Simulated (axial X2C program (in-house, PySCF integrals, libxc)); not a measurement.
**All-electron X2C curves of CaBe**

Aim: find the lowest determinant of CaBe, scan the bond at several levels and fit the constants, once spin-free and once with spin–orbit coupling.

The runs use an in-house X2C program for linear molecules on PySCF integrals; all-electron X2C, Ca dyall-cv3z, Be dyall-cv3z.

All values are calculated.

### 1 Input

The input, task.json:

```json
{"zs": [20, 4], "q": 0, "bas": ["dyall-cv3z", "dyall-cv3z"], "levels": ["PBE0", "HF", "PW91"], "cc": true, "r0": 2.73, "thr": -2.0, "nmax": 90, "npts": 10, "nst": 2, "ntry": 6}
```

Keys: zs atomic numbers; q charge; bas basis sets; levels methods (HF also brings MP2); cc coupled cluster on or off; r0 starting distance in Å; thr threshold in hartree for freezing inner shells (an s shell follows its p shell); nmax most natural virtual spinors; npts points asked for on the curve; nst determinants followed; ntry starts of the search.

On the command line:

```sh
$ python so2c.py task.json out
```

Spin-free means the one-electron spin-free X2C Hamiltonian; two-component (2c) means X2C with spin–orbit coupling and atomic mean-field two-electron Coulomb and Gaunt terms. Basis: Ca dyall-cv3z contracted to [11s12p6d4f], Be dyall-cv3z contracted to [8s8p3d1f]; Gaussian nuclei, density fitting. Masses: Ca 39.963 u, Be 9.012 u.

Notation: σ, π±, δ± give the projection m of an orbital's angular momentum (0, ±1, ±2), α and β its spin, Λ and M_S the sums; ω is the projection of a spinor's total angular momentum and Ω the sum. Logs are in hartree.

The results follow Hamiltonian by Hamiltonian and level by level.

### 2 State search with PBE0

PBE0 moves the distance from 2.730 Å to 3.361 Å and compares determinants there.

Spin-free determinants:

```json
{"ΔE (eV)": "0.00", "state": "M_S = 0, Λ = 0", "open shells": "closed shell"}
{"ΔE (eV)": "0.87", "state": "M_S = 1, Λ = 0", "open shells": "beyond closed shells: 2 × σα"}
{"ΔE (eV)": "1.07", "state": "M_S = 1, Λ = 1", "open shells": "beyond closed shells: σα, π+α"}
{"ΔE (eV)": "1.21", "state": "M_S = 0, Λ = 1", "open shells": "beyond closed shells: σα, π+β"}
{"ΔE (eV)": "2.13", "state": "M_S = 1, Λ = 2", "open shells": "beyond closed shells: σα, δ+α"}
{"ΔE (eV)": "2.38", "state": "M_S = 0, Λ = 2", "open shells": "beyond closed shells: σα, δ+β"}
{"ΔE (eV)": "2.98", "state": "M_S = 1, Λ = 0", "open shells": "beyond closed shells: π+α, π-α"}
```

Two-component determinants:

```tsv
ΔE (eV)	state	open shells
0.00	Ω = 0	closed shell
0.87	Ω = 1	excess of +ω over −ω: 2 × ω = 1/2
1.07	Ω = 2	excess of +ω over −ω: ω = 1/2, ω = 3/2
1.21	Ω = 1	excess of +ω over −ω: ω = -1/2, ω = 3/2
2.13	Ω = 3	excess of +ω over −ω: ω = 1/2, ω = 5/2
2.38	Ω = 2	excess of +ω over −ω: ω = -1/2, ω = 5/2
3.40	Ω = 4	excess of +ω over −ω: ω = 3/2, ω = 5/2
```

### 3 PBE0, spin-free

State followed: M_S = 0, Λ = 0 (closed shell). The scan is laid around 3.361 Å, a first estimate of the minimum, and this SCF restarts from the orbitals of the search.

Output at 3.361 Å:

```text
spin-free X2C-1e  PBE0
basis functions 159  fitting functions 591  grid points 5085
iter        total energy     max residual
   1       -694.933416332     1.54e-05
   2       -694.933416339     7.46e-06
converged
one-electron -975.07628415  Coulomb 306.40244694  exact exchange -9.52932863  xc functional -29.32595918  nuclear repulsion 12.59570868
```

Along the bond, energies from the lowest point:

| R (Å) | E (eV) | μ (D) | HOMO (eV) | LUMO (eV) | iterations |
| --- | --- | --- | --- | --- | --- |
| 2.924 | 0.1092 | -0.59 | -3.99 | -1.90 | 11 |
| 3.058 | 0.0428 | -0.67 | -4.04 | -1.82 | 10 |
| 3.159 | 0.0158 | -0.71 | -4.08 | -1.76 | 9 |
| 3.260 | 0.0028 | -0.75 | -4.12 | -1.74 | 9 |
| 3.361 | 0.0000 | -0.77 | -4.15 | -1.73 | 2 |
| 3.479 | 0.0057 | -0.79 | -4.19 | -1.72 | 9 |
| 3.596 | 0.0176 | -0.80 | -4.22 | -1.71 | 8 |
| 3.748 | 0.0382 | -0.79 | -4.26 | -1.70 | 8 |
| 3.932 | 0.0667 | -0.76 | -4.29 | -1.68 | 8 |
| 4.201 | 0.1070 | -0.68 | -4.33 | -1.65 | 8 |

Dipoles are positive if Be is the positive end.

Outer orbitals at the reference distance:

| symmetry | occupied | ε (eV) | atomic character |
| --- | --- | --- | --- |
| π-α | yes | -30.41 | 100% Ca p |
| π+α | yes | -30.41 | 100% Ca p |
| σα | yes | -30.36 | 100% Ca p |
| σα | yes | -6.83 | 70% Be s, 14% Ca s, 9% Ca p |
| σα | yes | -4.15 | 62% Ca s, 22% Be p, 9% Be s |
| σα | no | -1.73 | 52% Be p, 23% Ca p, 12% Ca s |
| π-α | no | -1.66 | 61% Be p, 28% Ca p, 10% Ca d |
| π+α | no | -1.66 | 61% Be p, 28% Ca p, 10% Ca d |
| π+α | no | -0.79 | 59% Ca p, 33% Ca d, 9% Be p |

PBE0 fields in the half plane through the axis: z from -2.4 to 5.7 Å across, distance from the axis 0.15 to 2.25 Å upwards; Ca lies at z = 0 and Be at z = 3.361 Å; the ELF is damped to zero where the density is low.

log10 density (e/bohr³). Ten even steps from '0' (-4.11 ) to '9' (1.38 ):
```
1112222222222111111111111000
1122222222222222222222211100
1222233333332222223332222110
1222333333333333333333322211
2223334444433333334444333221
2233345565543333444444433221
2233456777654344444554443321
2233456797654444446874443321
```

ELF. Ten even steps from '0' (0.00 ) to '9' (1.00 ):
```
1478999998863100001234321000
4799998877764210124678875200
7999874322344322357899998620
8998521000013445689999999851
9996201232101467899999999984
9983014787410478996259999996
9961038868830389970002999997
9951168181850289912990999998
```

Re = 3.344 Å, ωe = 166.3 cm⁻¹, ωexe = 3.31 cm⁻¹, Be = 0.205 cm⁻¹, De = 0.235 eV, μ = -0.77 D.

### 4 HF, spin-free

Output at 3.361 Å:

```text
spin-free X2C-1e  HF
basis functions 159  fitting functions 591  grid points 5085
iter        total energy     max residual
   1       -694.195443056     1.71e-01
   2       -694.205403787     5.89e-03
   3       -694.205892333     5.23e-03
   4       -694.205969410     1.33e-03
   5       -694.205982206     2.39e-04
   6       -694.205984076     2.45e-04
   7       -694.205984354     5.81e-05
   8       -694.205984394     1.67e-05
   9       -694.205984398     9.79e-06
  10       -694.205984399     1.51e-06
converged
one-electron -974.62324653  Coulomb 305.95329792  exact exchange -38.13174447  xc functional 0.00000000  nuclear repulsion 12.59570868
```

No constants are quoted: the lowest point is the long end of the scan.

### 5 PW91, spin-free

The SCF at the reference distance of 3.361 Å:

```text
spin-free X2C-1e  PW91
basis functions 159  fitting functions 591  grid points 5085
iter        total energy     max residual
   1       -695.133159759     6.36e-02
   2       -695.134958028     1.38e-03
   3       -695.134972258     2.40e-03
   4       -695.135001819     3.36e-04
   5       -695.135002549     3.15e-04
   6       -695.135003583     2.04e-05
   7       -695.135003590     6.76e-06
converged
one-electron -975.22131804  Coulomb 306.55077980  exact exchange 0.00000000  xc functional -39.06017403  nuclear repulsion 12.59570868
```

Re = 3.242 Å, ωe = 193.2 cm⁻¹, ωexe = 3.02 cm⁻¹, Be = 0.2181 cm⁻¹, De = 0.344 eV, μ = -1.03 D.

### 6 Correlated methods, spin-free

Correlated methods: 12 electrons correlated (frozen shells, counted by type: Ca 2 s, 1 p; Be 1 s), 230 virtual spinors in MP2, 90 natural virtuals in coupled cluster.

Output of the correlated part at 3.361 Å:

```text
correlated 12  virtual 230  natural virtual 90  E(MP2) -0.318333905  MP2 remainder -0.015501879
iter   CCSD correlation   residual
   1     -0.328061415   1.76e-01
   2     -0.341009359   8.17e-02
   3     -0.341686111   2.56e-02
   4     -0.341718362   1.00e-02
   5     -0.341778010   3.18e-03
   6     -0.341769184   1.72e-03
   7     -0.341768779   8.52e-04
   8     -0.341772949   3.16e-04
   9     -0.341770590   1.30e-04
  10     -0.341770515   6.41e-05
  11     -0.341769991   2.51e-05
  12     -0.341769892   1.04e-05
  13     -0.341769915   4.08e-06
  14     -0.341769923   1.79e-06
(T) -0.011044041  T1 0.0243  D1 0.0569  max T2 0.148
```

T1 in the output is the amplitude norm over the root of the electron number; divide by √2 for the Lee–Taylor value.

MP2: Re = 3.670 Å, ωe = 85.5 cm⁻¹, Be = 0.1702 cm⁻¹, De = 0.069 eV.

CCSD: No constants are quoted: the lowest point is the long end of the scan.

CCSD(T): No constants are quoted: too few points lie around the minimum for a second fit to confirm the first.

### 7 A higher determinant, spin-free

State: M_S = 1, Λ = 0 (beyond closed shells: 2 × σα).

Output at the reference distance:

```text
spin-free X2C-1e  PBE0
basis functions 159  fitting functions 591  grid points 5085
iter        total energy     max residual
   1       -694.901539675     4.52e-05
   2       -694.901539716     3.26e-05
   3       -694.901539741     1.96e-05
   4       -694.901539753     7.43e-06
   5       -694.901539757     4.30e-06
converged
one-electron -974.97755968  Coulomb 306.38423812  exact exchange -9.54527570  xc functional -29.35865117  nuclear repulsion 12.59570868
```

| R (Å) | E above the lowest PBE0 point (eV) |
| --- | --- |
| 2.924 | 0.679 |
| 3.058 | 0.705 |
| 3.159 | 0.747 |
| 3.260 | 0.802 |
| 3.361 | 0.867 |
| 3.479 | 0.952 |
| 3.596 | 1.040 |
| 3.748 | 1.155 |
| 3.932 | 1.290 |

No constants are quoted: the lowest point is the short end of the scan.

### 8 The spin-free curves together

Energy (eV) of the followed determinant, spin-free, from each level's lowest point:

| R (Å) | PBE0 | HF | MP2 | CCSD | CCSD(T) | PW91 |
| --- | --- | --- | --- | --- | --- | --- |
| 2.924 | 0.109 | 0.416 | 0.175 | n/a | n/a | 0.073 |
| 3.058 | 0.043 | 0.292 | 0.094 | 0.111 | 0.073 | 0.021 |
| 3.159 | 0.016 | 0.223 | 0.056 | 0.071 | 0.041 | 0.004 |
| 3.260 | 0.003 | 0.171 | 0.030 | 0.044 | 0.020 | 0.000 |
| 3.361 | 0.000 | 0.131 | 0.014 | 0.026 | 0.008 | 0.006 |
| 3.479 | 0.006 | 0.095 | 0.004 | 0.013 | 0.002 | 0.022 |
| 3.596 | 0.018 | 0.068 | 0.000 | 0.005 | 0.000 | 0.043 |
| 3.748 | 0.038 | 0.043 | 0.000 | 0.000 | 0.002 | 0.074 |
| 3.932 | 0.067 | 0.021 | 0.004 | n/a | n/a | 0.114 |
| 4.201 | 0.107 | 0.000 | 0.013 | n/a | n/a | 0.169 |

### 9 PBE0, 2c

State followed: Ω = 0 (closed shell). The scan is laid around 3.361 Å, a first estimate of the minimum, and this SCF restarts from the orbitals of the search.

The SCF at the reference distance of 3.361 Å:

```text
two-component X2C + atomic mean field  PBE0
basis functions 159  fitting functions 591  grid points 5085
iter        total energy     max residual
   1       -694.798423158     5.98e-05
   2       -694.798423161     2.43e-05
   3       -694.798423171     4.86e-06
converged
one-electron -974.72557610  Coulomb 306.31356636  exact exchange -9.52681092  xc functional -29.31813922  nuclear repulsion 12.59570868  atomic mean-field constant -0.13717197
```

Along the bond, energies from the lowest point:

| R (Å) | E (eV) | μ (D) | HOMO (eV) | LUMO (eV) | iterations |
| --- | --- | --- | --- | --- | --- |
| 2.924 | 0.1093 | -0.59 | -3.99 | -1.91 | 11 |
| 3.058 | 0.0429 | -0.67 | -4.04 | -1.82 | 10 |
| 3.159 | 0.0159 | -0.71 | -4.08 | -1.76 | 9 |
| 3.260 | 0.0028 | -0.75 | -4.12 | -1.74 | 9 |
| 3.361 | 0.0000 | -0.77 | -4.15 | -1.73 | 3 |
| 3.479 | 0.0056 | -0.79 | -4.19 | -1.72 | 9 |
| 3.596 | 0.0176 | -0.80 | -4.22 | -1.71 | 8 |
| 3.748 | 0.0382 | -0.79 | -4.26 | -1.70 | 8 |
| 3.932 | 0.0666 | -0.76 | -4.29 | -1.68 | 8 |
| 4.201 | 0.1070 | -0.68 | -4.33 | -1.65 | 8 |

Dipoles are positive if Be is the positive end.

Outer spinors at the reference distance:

| ω | occupied | ε (eV) | atomic character | λ mixture |
| --- | --- | --- | --- | --- |
| 1/2 | yes | -30.63 | 100% Ca p | 72% π, 28% σ |
| 3/2 | yes | -30.27 | 100% Ca p | 100% π |
| 1/2 | yes | -30.24 | 100% Ca p | 72% σ, 28% π |
| 1/2 | yes | -6.83 | 70% Be s, 14% Ca s, 9% Ca p | 100% σ |
| 1/2 | yes | -4.15 | 62% Ca s, 22% Be p, 9% Be s | 100% σ |
| 1/2 | no | -1.73 | 52% Be p, 23% Ca p, 12% Ca s | 100% σ |
| 1/2 | no | -1.66 | 60% Be p, 29% Ca p, 10% Ca d | 100% π |
| 3/2 | no | -1.66 | 61% Be p, 28% Ca p, 10% Ca d | 100% π |
| 1/2 | no | -0.79 | 58% Ca p, 33% Ca d, 9% Be p | 100% π |

PBE0 fields in the half plane through the axis: z from -2.4 to 5.7 Å across, distance from the axis 0.15 to 2.25 Å upwards; Ca lies at z = 0 and Be at z = 3.361 Å; the ELF is damped to zero where the density is low.

log10 density (e/bohr³). Ten even steps from ' ' (-4.11 ) to '@' (1.38 ):
```
......::::::::::::::::::::........................      
....::::::::::::::::::::::::::::::::::::::::::......    
..::::::::--------------::::::::::::------::::::::....  
..::::::--------------------------------------::::::....
::::::------==========--------------========------::::..
::::------==++++**++++==--------==============----::::..
::::----==++**######**++==--==========++++======----::..
::::----==++**##@@##**++============**%%##======----::..
```

ELF. Ten even steps from ' ' (0.00 ) to '@' (1.00 ):
```
..==##%%@@@@@@@@@@%%%%**--..        ..::--==--::..      
==##@@@@@@@@%%%%######**==::..  ..::==**##%%%%##++::    
##@@@@@@%%##==--::::--====--::::--++##%%@@@@@@@@%%**::  
%%@@@@%%++::..        ..--====++**%%@@@@@@@@@@@@@@%%++..
@@@@@@**::  ..::--::..  ..==**##%%@@@@@@@@@@@@@@@@@@%%==
@@@@%%--  ..==##%%##==..  ==##%%@@@@**::++@@@@@@@@@@@@**
@@@@**..  --%%%%**%%%%--  --%%@@@@##      ::@@@@@@@@@@##
@@@@++....**%%..%%..%%++  ::%%@@@@..::@@@@  @@@@@@@@@@%%
```

Re = 3.345 Å, ωe = 166.2 cm⁻¹, ωexe = 3.31 cm⁻¹, Be = 0.2049 cm⁻¹, De = 0.235 eV, μ = -0.77 D.

### 10 HF, 2c

Output at 3.361 Å:

```text
two-component X2C + atomic mean field  HF
basis functions 159  fitting functions 591  grid points 5085
iter        total energy     max residual
   1       -694.060716707     1.71e-01
   2       -694.070675769     5.88e-03
   3       -694.071164670     5.24e-03
   4       -694.071241841     1.33e-03
   5       -694.071254664     2.40e-04
   6       -694.071256541     2.46e-04
   7       -694.071256821     5.82e-05
   8       -694.071256861     1.67e-05
   9       -694.071256866     9.83e-06
  10       -694.071256866     1.52e-06
converged
one-electron -974.27280123  Coulomb 305.86469657  exact exchange -38.12168891  xc functional 0.00000000  nuclear repulsion 12.59570868  atomic mean-field constant -0.13717197
```

No constants are quoted: the lowest point is the long end of the scan.

### 11 PW91, 2c

Output at 3.361 Å:

```text
two-component X2C + atomic mean field  PW91
basis functions 159  fitting functions 591  grid points 5085
iter        total energy     max residual
   1       -694.997975862     6.36e-02
   2       -694.999773846     1.37e-03
   3       -694.999788048     2.42e-03
   4       -694.999817957     2.83e-04
   5       -694.999818691     3.15e-04
   6       -694.999819725     2.01e-05
   7       -694.999819732     6.81e-06
converged
one-electron -974.87104774  Coulomb 306.46234594  exact exchange 0.00000000  xc functional -39.04965465  nuclear repulsion 12.59570868  atomic mean-field constant -0.13717197
```

Re = 3.242 Å, ωe = 193.2 cm⁻¹, ωexe = 3.02 cm⁻¹, Be = 0.218 cm⁻¹, De = 0.344 eV, μ = -1.03 D.

### 12 Correlated methods, 2c

Correlated methods: 12 electrons correlated (frozen shells, counted by type: Ca 2 s, 1 p; Be 1 s), 230 virtual spinors in MP2, 90 natural virtuals in coupled cluster.

Output of the correlated part at 3.361 Å:

```text
correlated 12  virtual 230  natural virtual 90  E(MP2) -0.318445110  MP2 remainder -0.015498176
iter   CCSD correlation   residual
   1     -0.328167635   1.76e-01
   2     -0.341117879   8.17e-02
   3     -0.341795230   2.56e-02
   4     -0.341827317   1.00e-02
   5     -0.341886869   3.17e-03
   6     -0.341878081   1.72e-03
   7     -0.341877672   8.52e-04
   8     -0.341881862   3.17e-04
   9     -0.341879494   1.31e-04
  10     -0.341879416   6.42e-05
  11     -0.341878890   2.51e-05
  12     -0.341878790   1.04e-05
  13     -0.341878812   4.10e-06
  14     -0.341878821   1.80e-06
(T) -0.011055110  T1 0.0243  D1 0.0570  max T2 0.148
```

MP2: Re = 3.670 Å, ωe = 85.4 cm⁻¹, Be = 0.1702 cm⁻¹, De = 0.069 eV.

CCSD: No constants are quoted: the lowest point is the long end of the scan.

CCSD(T): No constants are quoted: too few points lie around the minimum for a second fit to confirm the first.

### 13 A higher determinant, 2c

State: Ω = 1 (excess of +ω over −ω: 2 × ω = 1/2).

Output at the reference distance:

```text
two-component X2C + atomic mean field  PBE0
basis functions 159  fitting functions 591  grid points 5085
iter        total energy     max residual
   1       -694.766556411     1.77e-05
   2       -694.766556417     1.13e-05
converged
one-electron -974.63084213  Coulomb 306.29949596  exact exchange -9.54277530  xc functional -29.35097164  nuclear repulsion 12.59570868  atomic mean-field constant -0.13717197
```

| R (Å) | E above the lowest PBE0 point (eV) |
| --- | --- |
| 2.924 | 0.679 |
| 3.058 | 0.704 |
| 3.159 | 0.746 |
| 3.260 | 0.802 |
| 3.361 | 0.867 |
| 3.479 | 0.951 |
| 3.596 | 1.040 |
| 3.748 | 1.155 |
| 3.932 | 1.290 |

No constants are quoted: the lowest point is the short end of the scan.

### 14 The 2c curves together

Energy (eV) of the followed determinant, 2c, from each level's lowest point:

| R (Å) | PBE0 | HF | MP2 | CCSD | CCSD(T) | PW91 |
| --- | --- | --- | --- | --- | --- | --- |
| 2.924 | 0.109 | 0.416 | 0.175 | n/a | n/a | 0.073 |
| 3.058 | 0.043 | 0.292 | 0.094 | 0.112 | 0.074 | 0.021 |
| 3.159 | 0.016 | 0.224 | 0.056 | 0.071 | 0.041 | 0.004 |
| 3.260 | 0.003 | 0.171 | 0.030 | 0.044 | 0.020 | 0.000 |
| 3.361 | 0.000 | 0.131 | 0.014 | 0.026 | 0.008 | 0.006 |
| 3.479 | 0.006 | 0.095 | 0.004 | 0.013 | 0.002 | 0.022 |
| 3.596 | 0.018 | 0.068 | 0.000 | 0.005 | 0.000 | 0.043 |
| 3.748 | 0.038 | 0.043 | 0.000 | 0.000 | 0.002 | 0.074 |
| 3.932 | 0.067 | 0.021 | 0.004 | n/a | n/a | 0.114 |
| 4.201 | 0.107 | 0.000 | 0.013 | n/a | n/a | 0.169 |

The whole job took 94 s on 1 thread of Arm Neoverse V1, shared host; peak memory 0.73 GiB.

### 15 Constants

Lowest determinant that the search found at its distance, spin-free: M_S = 0, Λ = 0 (closed shell).

Lowest determinant that the search found at its distance, 2c: Ω = 0 (closed shell).

| Hamiltonian | level | Re (Å) | ωe (cm⁻¹) | De (eV) | μ (D) |
| --- | --- | --- | --- | --- | --- |
| spin-free | PBE0 | 3.344 | 166.3 | 0.235 | -0.77 |
| spin-free | MP2 | 3.670 | 85.5 | 0.069 | n/a |
| spin-free | PW91 | 3.242 | 193.2 | 0.344 | -1.03 |
| 2c | PBE0 | 3.345 | 166.2 | 0.235 | -0.77 |
| 2c | MP2 | 3.670 | 85.4 | 0.069 | n/a |
| 2c | PW91 | 3.242 | 193.2 | 0.344 | -1.03 |

Dipoles are positive if Be is the positive end. No constants: spin-free HF (the lowest point is the long end of the scan); spin-free CCSD (the lowest point is the long end of the scan); spin-free CCSD(T) (too few points lie around the minimum for a second fit to confirm the first); 2c HF (the lowest point is the long end of the scan); 2c CCSD (the lowest point is the long end of the scan); 2c CCSD(T) (too few points lie around the minimum for a second fit to confirm the first).

Time per point (s) on 1 thread of Arm Neoverse V1, shared host (2c runs); the times are rough: PBE0 0.22, MP2 0.27, PW91 0.2.

At MP2, going from spin-free to two-component changes Re by 0 mÅ, ωe by 0.0 %, which is small (part of it comes from the scalar share of the two-electron terms). De moves by 0.00 eV; both De rest on single-determinant atoms, which can miss part of an open shell's spin–orbit lowering.

De refers to Ca + Be, each in the lowest determinant found, which need not be this curve's own limit. The state is a single determinant with fixed occupations, the lowest that a limited PBE0 search found. Closed shells are restricted here (equal orbitals for both partners), which fails at long range if the bond breaks into open shells. Dissociation energies refer to the lowest single-determinant-based atoms at the same level and basis.
